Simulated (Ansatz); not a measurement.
# TiSi2: the cost of one run

Computed with Ansatz 0.2.0 (DFT PBE, scalar-relativistic, plane waves, PAW, unless a step's input says otherwise).

40 further runs of the same task are left out: 40 set aside as unsound or not needed.

### 1 Starting point

It takes space group Cmcm (No. 63, orthorhombic). The conventional cell has a = 3.547 Å, b = 13.561 Å, c = 3.579 Å, α = 90.00°, β = 90.00°, γ = 90.00°. Ti (site symmetry m2m) has 10 Si at 2.59 to 2.83 Å as nearest neighbours. Around Si (site symmetry m2m) lie 2 Si at 2.40 Å and 6 Ti at 2.59 to 2.83 Å. Around Si (site symmetry m2m) lie 4 Si at 2.52 Å and 4 Ti at 2.67 to 2.68 Å.

Structure file:

```cif
data_structure
_symmetry_space_group_name_H-M 'Cmcm'
_symmetry_Int_Tables_number 63
_cell_length_a 3.5473
_cell_length_b 13.5615
_cell_length_c 3.5790
_cell_angle_alpha 90.000
_cell_angle_beta 90.000
_cell_angle_gamma 90.000
_cell_volume 172.17
loop_
_atom_site_label
_atom_site_type_symbol
_atom_site_symmetry_multiplicity
_atom_site_Wyckoff_symbol
_atom_site_fract_x
_atom_site_fract_y
_atom_site_fract_z
_atom_site_occupancy
Ti1 Ti 4 c 0.50000 0.60319 0.75000 1
Si1 Si 4 c 0.50000 0.94086 0.75000 1
Si2 Si 4 c 0.00000 0.75017 0.75000 1
```

It goes back to an entry of the Materials Project, which need not be the stable form.

It is the result of an earlier relaxation at this level (volume 14.35 Å³/atom; gap on the mesh: none (metal)).

### 2 What is varied

The energy is mapped over volume and the cell's shape.

The axes are (1) volume per atom: 9 values from 13.200 to 15.496 Å³; (2) stretch along b over the lengths across it, relative to the relaxed cell: 9 values from 0.923 to 1.083.

Nothing else is relaxed (fractional coordinates fixed). Energies count from the relaxed crystal. Points are written as (first, second).

### 3 Point (13.200 Å³, 0.961)

File input.yaml:

```yaml
crystal:
  lattice:
    - [1.7482408066, -6.4209319517, 0.0]
    - [1.7482408066, 6.4209319517, 0.0]
    - [0.0, 0.0, 3.5277342817]
  atoms:
    - { symbol: Ti, position: [0.8968075259, 0.1031924741, 0.75] }
    - { symbol: Ti, position: [0.1031924741, 0.8968075259, 0.25] }
    - { symbol: Si, position: [0.5591373592, 0.4408626408, 0.75] }
    - { symbol: Si, position: [0.4408626408, 0.5591373592, 0.25] }
    - { symbol: Si, position: [0.2498287182, 0.7501712818, 0.75] }
    - { symbol: Si, position: [0.7501712818, 0.2498287182, 0.25] }
basis:
  ecutwfc: 520.0
kpoints:
  mp_grid: { grid: [12, 12, 12] }
hamiltonian:
  xc: pbe
  pseudopotentials: { kind: paw, azcp: { folder: soft_1 } }
scf:
  occupations: { method: gaussian, width: 0.15 }
output:
  forces: true
  stress: true
  eigenvalues: true
```

Run with:

```sh
$ ansatz run input.yaml --threads 4 --pin off --max-ram 8192MiB --backend cpu --events-out ev --progress --plain --runs-dir out
```

Q: Estimate wall time and peak memory on 4 threads of AMD EPYC 7R43 (Zen 3), shared host.

About 8.1 s, with a peak of 0.94 GiB.
